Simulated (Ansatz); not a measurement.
# BFH₄O₂: search for a transition state

Is there a first-order saddle for this four-centre ligand exchange, which should form B1–H6, F2–H5 and break B1–F2, H5–H6, and which two structures does it connect?

Method: PBE0-D4, def2-SVP first, then def2-TZVP; program: Ansatz 0.2.0, Gaussian basis.

152 further runs of the same task are left out: 152 set aside as unsound or not needed.

**1. The system as given**

The guess: 8 atoms, charge 0, spin multiplicity 1.

Atoms are counted from 1 here; the program's logs count them from 0.

Bond lengths: B1–O3 1.334 Å, B1–O4 1.335 Å, O3–H7 0.955 Å, O4–H8 0.956 Å. Angles: O3–B1–O4 122.8°, B1–O3–H7 119.2°, B1–O4–H8 118.0°.

Geometry (Å):

```mol
BFH4O2
  3D, bonds by distance, orders not assigned

  8  4  0  0  0  0  0  0  0  0999 V2000
   -0.2154   -0.1709    0.1494 B   0  0
    0.3167    1.2597   -0.5637 F   0  0
   -1.1227   -0.7941   -0.6042 O   0  0
   -0.3535   -0.0181    1.4682 O   0  0
    1.1189    0.3509   -0.5450 H   0  0
    1.1999   -0.5748   -0.2335 H   0  0
   -1.0308   -0.7745   -1.5544 H   0  0
    0.0870    0.7217    1.8831 H   0  0
  1  3  8  0
  1  4  8  0
  3  7  8  0
  4  8  8  0
M  END
```

Distances that are to change: B1–H6 1.52 Å, F2–H5 1.21 Å, B1–F2 1.68 Å, H5–H6 0.98 Å.

**2. Constrained relaxation of the guess**

Input file hold/in.yaml:

```yaml
crystal:
  periodic: [false, false, false]
  atoms:
    - {symbol: B, position_ang: [-0.215400, -0.170900, 0.149400]}
    - {symbol: F, position_ang: [0.316700, 1.259700, -0.563700]}
    - {symbol: O, position_ang: [-1.122700, -0.794100, -0.604200]}
    - {symbol: O, position_ang: [-0.353500, -0.018100, 1.468200]}
    - {symbol: H, position_ang: [1.118900, 0.350900, -0.545000]}
    - {symbol: H, position_ang: [1.199900, -0.574800, -0.233500]}
    - {symbol: H, position_ang: [-1.030800, -0.774500, -1.554400]}
    - {symbol: H, position_ang: [0.087000, 0.721700, 1.883100]}
basis:
  gaussian: {orbitals: def2-SVP}
hamiltonian: {xc: pbe0, dispersion: d4}
relax: {f_tol: 0.08, max_steps: 120, escape_saddle: false, constraints: [{distance: [0, 5]}, {distance: [1, 4]}, {distance: [0, 1]}, {distance: [4, 5]}]}
```

The run is started by

```sh
> ansatz run in.yaml --threads 2 --pin off --events-out ev --progress --plain --max-ram 4352MiB
```

The runs that follow: Force constants to start from; Saddle search in the small basis; Saddle search in triple zeta; Checking the order of the point; Relaxing after a step of 0.30 Å one way along the mode; Relaxing after a step of 0.30 Å the other way along the mode.

Before running it: what results should come out? Wanted: imaginary mode; barrier from the start side; barrier from the end side; energy of the step; pairs that change; zero-point energy at the saddle.

**Answer**, as computed:

| quantity | value |
| --- | --- |
| imaginary mode | 1158i cm⁻¹ |
| barrier from the start side | 2.371 eV |
| barrier from the end side | 1.166 eV |
| energy of the step | +1.205 eV |
| pairs that change | B1–H6 formed, F2–H5 formed, B1–F2 broken, H5–H6 broken |
| zero-point energy at the saddle | 1.391 eV |

The point has a single imaginary mode (1158i cm⁻¹), as a transition state must. It joins the planned start and end. At PBE0-D4/def2-TZVP the electronic barrier is 2.371 eV, about 92 kT at 298 K, and the step runs 1.205 eV uphill. With so stiff a mode tunnelling counts: Wigner's rough correction is a factor of 2.3 at 298 K. A step off the saddle overshot and began above it in energy, so the link to its end is likely but not proven.
